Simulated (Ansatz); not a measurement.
**BF2H5OSi (built from SMILES OB(F)F.[SiH4]): a reaction path by the nudged elastic band**

What path joins these two structures, and how high does it climb? Both ends were relaxed at PBE0-D4 in triple zeta. A second band with other settings follows.

The runs use Ansatz 0.2.0, Gaussian basis; PBE0-D4/def2-SVP.

22 further runs of the same task are left out: 22 set aside as unsound or not needed.

### 1 The starting structure

The first end: 10 atoms, charge 0, spin multiplicity 1.

Atoms are counted from 1 here; the program's logs count them from 0.

Bond lengths: B1–O2 1.345 Å, B1–F3 1.319 Å, B1–F4 1.327 Å, O2–H7 0.960 Å, H5–Si6 1.488 Å, Si6–H8 1.483 Å, Si6–H9 1.485 Å, Si6–H10 1.483 Å. Angles: O2–B1–F3 119.4°, O2–B1–F4 122.4°, F3–B1–F4 118.2°, B1–O2–H7 113.4°, H5–Si6–H8 109.3°, H5–Si6–H9 108.6°, H5–Si6–H10 109.3°, H8–Si6–H9 109.8°, H8–Si6–H10 110.2°, H9–Si6–H10 109.7°.

Geometry (Å):

```xyz
10

B     0.03582    0.71665   -1.63284
O     1.17933    1.42362   -1.67274
F     0.07959   -0.59388   -1.77599
F    -1.14978    1.29054   -1.47037
H     0.21143    0.27047    1.10203
Si   -0.24078   -1.04860    1.61998
H     1.04847    2.36770   -1.55685
H     0.77053   -2.07972    1.28345
H    -0.38770   -0.95200    3.09449
H    -1.54691   -1.39488    1.00873
```

The second end:

```
B    -0.45020    0.16434   -0.64852
O     1.14340    1.14591   -0.39778
F    -0.15966   -0.34455   -1.86929
F    -1.30810    1.21176   -0.67349
H     0.88014    2.07426   -0.37231
Si   -0.44313   -1.07415    0.97159
H     1.65892    1.01914   -1.20403
H     0.76700   -1.94354    0.97498
H    -0.44740   -0.29305    2.24059
H    -1.64097   -1.96022    0.97813
```

### 2 The band at PBE0-D4/def2-SVP

neb/in.yaml reads:

```yaml
crystal:
  periodic: [false, false, false]
  atoms:
    - {symbol: B, position_ang: [0.035823, 0.716653, -1.632840]}
    - {symbol: O, position_ang: [1.179330, 1.423621, -1.672737]}
    - {symbol: F, position_ang: [0.079585, -0.593883, -1.775992]}
    - {symbol: F, position_ang: [-1.149781, 1.290541, -1.470366]}
    - {symbol: H, position_ang: [0.211428, 0.270470, 1.102034]}
    - {symbol: Si, position_ang: [-0.240777, -1.048600, 1.619980]}
    - {symbol: H, position_ang: [1.048474, 2.367697, -1.556845]}
    - {symbol: H, position_ang: [0.770527, -2.079717, 1.283449]}
    - {symbol: H, position_ang: [-0.387700, -0.952001, 3.094485]}
    - {symbol: H, position_ang: [-1.546910, -1.394881, 1.008731]}
basis:
  gaussian: {orbitals: def2-SVP}
hamiltonian: {xc: pbe0, dispersion: d4}
neb:
  images: 5
  climbing: true
  max_iterations: 40
  initial_path: idpp
  final_atoms:
    - {symbol: B, position_ang: [-0.450204, 0.164339, -0.648516]}
    - {symbol: O, position_ang: [1.143396, 1.145909, -0.397781]}
    - {symbol: F, position_ang: [-0.159656, -0.344548, -1.869287]}
    - {symbol: F, position_ang: [-1.308097, 1.211765, -0.673489]}
    - {symbol: H, position_ang: [0.880145, 2.074261, -0.372306]}
    - {symbol: Si, position_ang: [-0.443131, -1.074154, 0.971595]}
    - {symbol: H, position_ang: [1.658919, 1.019143, -1.204028]}
    - {symbol: H, position_ang: [0.766999, -1.943543, 0.974985]}
    - {symbol: H, position_ang: [-0.447405, -0.293047, 2.240595]}
    - {symbol: H, position_ang: [-1.640966, -1.960224, 0.978131]}
```

Started as:

```sh
> ansatz run in.yaml --threads 4 --pin off --events-out ev --progress --plain --max-ram 9574MiB
```

Output, cut to the lines that bear on the results:

```text
Functional definition: PBE0
  name "PBE0"
  cite "Adamo & Barone, J. Chem. Phys. 110, 6158 (1999) doi:10.1063/1.478522"
  cite "Perdew, Burke & Ernzerhof, Phys. Rev. Lett. 77, 3865 (1996) doi:10.1103/PhysRevLett.77.3865"
  parent pbe
[...]
1034 factors; integrals over basis functions are off by at most 5.3e-4 eV
[...]
mean field -16099.95463823 eV, -591.6624200139 hartree, gradient 2.9e-5 eV, S^2 0.000000; 0 other end points of the search recorded, 0 dependent functions left out
[...]
reference -16099.95466647 eV, -591.6624210516 hartree; 25, 25 occupied and 74, 74 virtual orbitals, 1034 factors
[... from here to the last solve, the lines of the solves are left out (117 solves) ...]
WARN: NEB end point (image 0): max|allowed force component| = 1.931e-1 eV/Å (the criterion of neb.relax_end_points is 1.000e-2). That is over neb.f_tol: it is no minimum, so the barrier can be far off. Relax it first
WARN: NEB end point (image 6): max|allowed force component| = 2.625e-1 eV/Å (the criterion of neb.relax_end_points is 1.000e-2). That is over neb.f_tol: it is no minimum, so the barrier can be far off. Relax it first
NEB iter   1: max|band force component| = 5.102e0 eV/Å  barrier→ = 5.4793 eV  barrier← = 4.2274 eV  Δτ_max = 0.2000 Å  (188 SCF iters)
[...]
NEB iter   4: max|band force component| = 1.469e0 eV/Å  barrier→ = 3.2832 eV  barrier← = 2.0314 eV  Δτ_max = 0.2000 Å  (142 SCF iters)
[...]
NEB iter   7: max|band force component| = 5.984e-1 eV/Å  barrier→ = 2.5456 eV  barrier← = 1.2937 eV  CI = image 3  Δτ_max = 0.1965 Å  (140 SCF iters)
[...]
NEB iter  10: max|band force component| = 5.111e-1 eV/Å  barrier→ = 2.3983 eV  barrier← = 1.1465 eV  CI = image 3  Δτ_max = 0.1000 Å  (145 SCF iters)
[...]
NEB iter  13: max|band force component| = 1.139e-1 eV/Å  barrier→ = 2.3343 eV  barrier← = 1.0824 eV  CI = image 3  Δτ_max = 0.0640 Å  (145 SCF iters)
NEB iter  14: max|band force component| = 7.486e-2 eV/Å  barrier→ = 2.3314 eV  barrier← = 1.0796 eV  CI = image 3  Δτ_max = 0.0478 Å  (140 SCF iters)
[...]
NEB iter  15: max|band force component| = 4.324e-2 eV/Å  barrier→ = 2.3308 eV  barrier← = 1.0789 eV  CI = image 3  CI's point: of a kind that is not told: the force calls were inconclusive, a negative curvature could not be distinguished from the path's own, the only one lies far off the [...]
Total energy: -16097.74617858 eV, -591.5812606186 hartree
Atom 0 at    -0.130213     0.356362    -0.929476 Å, force    -0.020864     0.003944     0.019551 eV/Å
Atom 1 at     1.195629     1.118906    -0.753964 Å, force     0.025942     0.007259    -0.012678 eV/Å
Atom 2 at    -0.069442    -0.536056    -1.925663 Å, force     0.023252    -0.021822    -0.008744 eV/Å
Atom 3 at    -1.177664     1.207890    -0.902251 Å, force    -0.013406     0.014793     0.013776 eV/Å
Atom 4 at     0.858522     0.422264     0.172997 Å, force    -0.012427    -0.014587    -0.010613 eV/Å
Atom 5 at    -0.288691    -0.904201     0.950973 Å, force    -0.006745    -0.008168     0.022174 eV/Å
Atom 6 at     0.988127     2.042267    -0.541752 Å, force    -0.002639     0.001512     0.006415 eV/Å
Atom 7 at     0.661408    -2.052463     1.059784 Å, force     0.005231     0.005790    -0.008107 eV/Å
Atom 8 at    -0.397062    -0.234647     2.287100 Å, force     0.002521     0.007546    -0.013706 eV/Å
Atom 9 at    -1.640614    -1.420422     0.582152 Å, force    -0.000866     0.003731    -0.008067 eV/Å
Dipole moment:     0.264908     0.399372     0.318079 e Å
```

Wall time 74 s (4 threads of Intel Xeon 6975P-C, shared host).

The last band:

```csv
image,path (Å),energy (kJ/mol),B1–Si6 (Å),O2–H5 (Å),B1–O2 (Å),H5–Si6 (Å)
0,0.00,0.0,3.71,3.16,1.34,1.49
1,0.96,0.7,3.47,2.70,1.34,1.50
2,1.93,25.1,2.95,2.12,1.35,1.50
3,2.89,224.9,2.27,1.21,1.54,1.92
4,3.97,128.2,2.06,0.97,1.77,2.80
5,5.05,122.7,2.05,0.97,1.79,3.19
6,6.14,120.8,2.04,0.97,1.89,3.67
```

The highest image, 3:

```xyz
10
charge 0, multiplicity 1
B    -0.1302    0.3564   -0.9295
O     1.1956    1.1189   -0.7540
F    -0.0694   -0.5361   -1.9257
F    -1.1777    1.2079   -0.9023
H     0.8585    0.4223    0.1730
Si   -0.2887   -0.9042    0.9510
H     0.9881    2.0423   -0.5418
H     0.6614   -2.0525    1.0598
H    -0.3971   -0.2346    2.2871
H    -1.6406   -1.4204    0.5822
```

### 3 The band at BLYP-D4/def2-SVP, other settings

neb/in.yaml, as its differences from that of step 2:

```diff
@@ -15,6 +15,6 @@
   gaussian: {orbitals: def2-SVP}
-hamiltonian: {xc: pbe0, dispersion: d4}
+hamiltonian: {xc: {name: BLYP}, dispersion: d4}
 neb:
-  images: 5
-  climbing: true
+  images: 4
+  climbing: immediate
   max_iterations: 40
```

Started as:

```sh
> ansatz run in.yaml --threads 4 --pin off --events-out ev --progress --plain --max-ram 9574MiB
```

Output, cut to the lines that bear on the results:

```text
Functional definition: BLYP
  name "BLYP"
  cite "Becke, Phys. Rev. A 38, 3098 (1988) doi:10.1103/PhysRevA.38.3098"
  cite "Lee, Yang & Parr, Phys. Rev. B 37, 785 (1988) doi:10.1103/PhysRevB.37.785"
[...]
1079 factors; their error is unknown
[...]
mean field -16110.12465103 eV, -592.0361610906 hartree, gradient 2.3e-5 eV, S^2 0.000000; 0 other end points of the search recorded, 0 dependent functions left out
[...]
reference -16110.12500250 eV, -592.0361740069 hartree; 25, 25 occupied and 74, 74 virtual orbitals, 1079 factors
[... from here to the last solve, the lines of the solves are left out (111 solves) ...]
WARN: NEB end point (image 0): max|allowed force component| = 8.020e-1 eV/Å (the criterion of neb.relax_end_points is 1.000e-2). That is over neb.f_tol: it is no minimum, so the barrier can be far off. Relax it first
WARN: NEB end point (image 5): max|allowed force component| = 7.862e-1 eV/Å (the criterion of neb.relax_end_points is 1.000e-2). That is over neb.f_tol: it is no minimum, so the barrier can be far off. Relax it first
[...]
WARN: NEB end point (image 0): the path dips 0.023082 eV below it before the top, so the barrier from the dip is that much higher. The path crosses a lower well, or the end point is a saddle point, which neb.relax_end_points tests for
Total energy: -16108.08693402 eV, -591.9612763719 hartree
Atom 0 at    -0.145337     0.375758    -0.938434 Å, force     0.014804    -0.001341     0.021960 eV/Å
Atom 1 at     1.225148     1.139018    -0.747537 Å, force    -0.000298    -0.005868     0.006313 eV/Å
Atom 2 at    -0.078165    -0.498399    -1.967969 Å, force    -0.005958     0.006926    -0.003964 eV/Å
Atom 3 at    -1.190352     1.249567    -0.891017 Å, force    -0.009491     0.000225    -0.007800 eV/Å
Atom 4 at     0.886995     0.413167     0.173363 Å, force    -0.003824     0.002464    -0.015298 eV/Å
Atom 5 at    -0.300341    -0.930691     0.939384 Å, force     0.001668     0.002272    -0.000635 eV/Å
Atom 6 at     1.011041     2.057540    -0.467667 Å, force     0.001758    -0.003658    -0.000775 eV/Å
Atom 7 at     0.640180    -2.097956     1.009042 Å, force     0.000864     0.000588     0.003642 eV/Å
Atom 8 at    -0.375916    -0.276050     2.292282 Å, force    -0.001187    -0.000091    -0.001794 eV/Å
Atom 9 at    -1.673251    -1.432054     0.598451 Å, force     0.001664    -0.001518    -0.001648 eV/Å
Dipole moment:     0.252095     0.376061     0.305863 e Å
```

Run time: 46 s. Hardware: 4 threads of Intel Xeon 6975P-C, shared host.

The last band:

```csv
image,path (Å),energy (kJ/mol),B1–Si6 (Å),O2–H5 (Å),B1–O2 (Å),H5–Si6 (Å)
0,0.00,0.0,3.71,3.16,1.34,1.49
1,0.99,-2.2,3.50,2.75,1.36,1.50
2,1.97,22.7,2.99,2.13,1.37,1.50
3,2.96,226.6,2.29,1.22,1.58,1.95
4,4.48,133.8,2.05,0.98,2.01,3.04
5,5.99,132.6,2.04,0.97,1.89,3.67
```

The highest image, 3:

```xyz
10
BF2H5OSi
B    -0.1453    0.3758   -0.9384
O     1.2251    1.1390   -0.7475
F    -0.0782   -0.4984   -1.9680
F    -1.1904    1.2496   -0.8910
H     0.8870    0.4132    0.1734
Si   -0.3003   -0.9307    0.9394
H     1.0110    2.0575   -0.4677
H     0.6402   -2.0980    1.0090
H    -0.3759   -0.2761    2.2923
H    -1.6733   -1.4321    0.5985
```

### 4 What came out

```
                                                                       quantity                                                   value
                                                PBE0-D4/def2-SVP, 15 iterations  highest 224.9 kJ/mol (image 3), last end +120.8 kJ/mol
                                                BLYP-D4/def2-SVP, 18 iterations  highest 226.6 kJ/mol (image 3), last end +132.6 kJ/mol
from earlier runs: barrier over the separately found saddle, CCSD(T)/def2-TZVPP                                            259.2 kJ/mol
```

What this shows: The highest image lies 224.9 kJ/mol above the first end, and it climbed, so it estimates the saddle. The ends are not quite minima at this level (largest force component 0.26 eV/Å), so the heights are unreliable: relaxing the first end would lower it and raise the barrier above it. The highest image is 34.3 kJ/mol below the CCSD(T) barrier in triple zeta, which comes from separate runs on the saddle. The second band's highest image lies at 226.6 kJ/mol; the levels differ.
